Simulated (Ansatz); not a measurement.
# ZrTeBr: the cost of one run

Method: DFT PBE, scalar-relativistic, plane waves, PAW, in Ansatz 0.2.0.

## Step 1: The starting structure

Symmetry: P-6m2, No. 187, hexagonal system. Conventional cell: a = 5.004 Å, b = 5.004 Å, c = 3.670 Å, α = 90.00°, β = 90.00°, γ = 120.00°. Zr (site symmetry -6m2) has 3 Te at 2.89 Å and 6 Br at 3.42 Å as nearest neighbours. Around Te (site symmetry -6m2) lie 3 Zr at 2.89 Å. Br (site symmetry -6m2) is surrounded by 6 Zr at 3.42 Å and 6 Te at 3.42 Å.

Structure file:

```
Zr Te Br
1.0
     5.00393    0.00000    0.00000
    -2.50197    4.33353    0.00000
     0.00000    0.00000    3.66953
Zr Te Br
1 1 1
Direct
  0.00000 0.00000 0.50000
  0.33333 0.66667 0.50000
  0.66667 0.33333 0.00000
```

It is the end of an earlier relaxation with the same method, from an invented guess; it needn't be the stable form of this composition. At a tolerance of 0.05 Å it has space group P-6m2 (No. 187); it has 26.52 Å³/atom, an uncorrected energy of -0.35 eV/atom over the elements.

## Step 2: Static run: bands, density of states and charges

input.yaml

```yaml
crystal:
  lattice:
    - [5.0039313087, 0.0, 0.0]
    - [-2.5019656543, 4.3335316322, 0.0]
    - [0.0, 0.0, 3.6695302109]
  atoms:
    - { symbol: Zr, position: [0.0, 0.0, 0.5] }
    - { symbol: Te, position: [0.3333333333, 0.6666666667, 0.5] }
    - { symbol: Br, position: [0.6666666667, 0.3333333333, 0.0] }
basis:
  ecutwfc: 420
kpoints:
  mp_grid: { grid: [12, 12, 12] }
  band_path:
    path:
      - [[0.0, 0.0, 0.0], [0.5, 0.0, 0.0], [0.33333333, 0.33333333, 0.0], [0.0, 0.0, 0.0], [0.0, 0.0, 0.5], [0.5, 0.0, 0.5], [0.33333333, 0.33333333, 0.5], [0.0, 0.0, 0.5]]
      - [[0.5, 0.0, 0.5], [0.5, 0.0, 0.0]]
      - [[0.33333333, 0.33333333, 0.5], [0.33333333, 0.33333333, 0.0]]
    npoints: 14
hamiltonian:
  xc: pbe
scf:
  occupations: { method: gaussian, width: 0.1 }
  n_extra_bands: 7
output:
  forces: true
  stress: true
  eigenvalues: true
  populations: true
  dos: { projected: true, de: 0.02, nscf_kmesh: { grid: [15, 15, 15] } }
  bader: true
```

Command:

```
ansatz run input.yaml --threads 1 --pin off --max-ram 2048MiB --backend cpu --events-out ev --progress --plain --runs-dir out
```

What time and memory should one allow on 1 thread of Intel Xeon 6975P-C (Granite Rapids), shared host?

About 45 s, with a peak of 0.63 GiB.
